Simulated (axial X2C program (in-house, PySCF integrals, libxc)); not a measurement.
**SbGa: properties at the nuclei**

Aim: properties at the nuclei of SbGa, with spin–orbit coupling in the Hamiltonian from the start.

Program: an in-house X2C program for linear molecules on PySCF integrals. Level of theory: two-component X2C with atomic mean-field terms, Sb dyall-cv3z, Ga dyall-cv3z. These are calculated values, not measurements.

## 1. Set-up

task.json

```json
{
 "zs": [
  51,
  31
 ],
 "q": 0,
 "bas": [
  "dyall-cv3z",
  "dyall-cv3z"
 ],
 "r0": 2.64,
 "levels": [
  "PBE0",
  "HF",
  "PBE50",
  "LDA",
  "PBE"
 ],
 "nst": 3
}
```

Keys: zs atomic numbers; q charge; bas basis sets; r0 starting distance in Å; levels methods (HF also brings MP2); nst determinants followed.

Started as:

```
python soeom.py task.json out
```

After this run come: Expectation values, lowest determinant; Expectation values, a higher determinant; Expectation values, a higher determinant.

**Question.** What will these runs give? Wanted: lowest determinant; Eeff magnitude; Ws magnitude Sb; A∥/gI Sb; qzz Sb; higher determinant (for each run or level that gives them).

The runs gave:

| quantity | value |
| --- | --- |
| lowest determinant | Ω = 1 (excess of +ω over −ω: ω = -1/2, ω = 3/2) |
| Eeff magnitude (GV/cm), PBE0 | 0.868 |
| Ws magnitude Sb (kHz), PBE0 | 0.315 |
| A∥/gI Sb (MHz), PBE0 | -621 |
| qzz Sb (a.u.), PBE0 | -5.63 |
| higher determinant | Ω = 2 (excess of +ω over −ω: ω = 1/2, ω = 3/2) |
| Eeff magnitude (GV/cm), PBE0, higher determinant | 0.404 |
| Ws magnitude Sb (kHz), PBE0, higher determinant | 0.675 |
| A∥/gI Sb (MHz), PBE0, higher determinant | 190 |
| qzz Sb (a.u.), PBE0, higher determinant | 3.19 |
| higher determinant | Ω = 0 (closed shell) |
| qzz Sb (a.u.), PBE0, higher determinant | -6.21 |
| qzz Ga (a.u.), PBE0, higher determinant | -2.76 |
| μ (D), PBE0, higher determinant | 1.19 |

What this shows: In the first state, the effective field runs from 0.776 to 2.08 GV/cm over the mean-field levels, so the levels don't agree on it. The expectation values come from single determinants, which for open shells can mix terms of unlike spin or miss the lowest Ω, so a determinant need not be a state. Eeff is the effective electric field on the electron dipole moment in this Ω state and Ws the scalar–pseudoscalar constant (defined with the proton number Z and per Ω); A∥ is the parallel hyperfine constant, which follows by multiplying with the nuclear g factor gI = μI/(I μN); qzz is the electric field gradient, eQq0 = 234.96 MHz × Q/barn × qzz; μ is positive if Ga is the positive end. The operators were transformed with the bare-nucleus X2C matrices.
